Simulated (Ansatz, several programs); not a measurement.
CsPbI₂Br (P4/mmm) from a database structure, relaxed with r2SCAN in Ansatz (plane waves, PAW): it is tetragonal, P4/mmm (No. 123); conventional cell a = 6.365 Å, c = 5.924 Å, 48.00 Å³ an atom. Cs has 8 I at 4.35 Å; Pb has 2 Br at 2.96 Å and 4 I at 3.18 Å; I has 2 Pb at 3.18 Å and 4 Cs at 4.35 Å; Br has 2 Pb at 2.96 Å. The cell was then scaled with its shape and fractional coordinates held, which makes it stiffer than a relaxed compression. The values are computed, spin-unpolarised, and not measurements.

```csv
V (Å³/atom),E (meV/atom)
45.124,11.26
48.004,0.00
49.444,2.20
50.884,8.53
```

Q: Pass a cubic E = c₀ + c₁u + c₂u² + c₃u³, with u = V − 48.364 Å³, through these points.

A: c₀ = 0.12, c₁ = +0.746, c₂ = 1.144, c₃ = -0.0456 (meV and Å³).

Q: Where is the minimum, and what bulk modulus follows?

A: dE/du = 0 at u = -0.320, so V₀ = 48.04 Å³. B = V₀ d²E/dV² = 48.04 × (2c₂ + 6c₃u) = 48.04 × 2.375 = 114 meV/Å³, and 1 meV/Å³ is 0.16022 GPa: 18 GPa. A third-order Birch-Murnaghan fit to all five points gives 48.04 Å³ and 18 GPa.

Q: Predict the energy and the pressure at the withheld volume, 46.564 Å³.

A: With u = -1.800: E ≈ 2.75 meV and P = −dE/dV ≈ +0.61 GPa. The run gives 2.71 meV and, from its stress, +0.61 GPa.
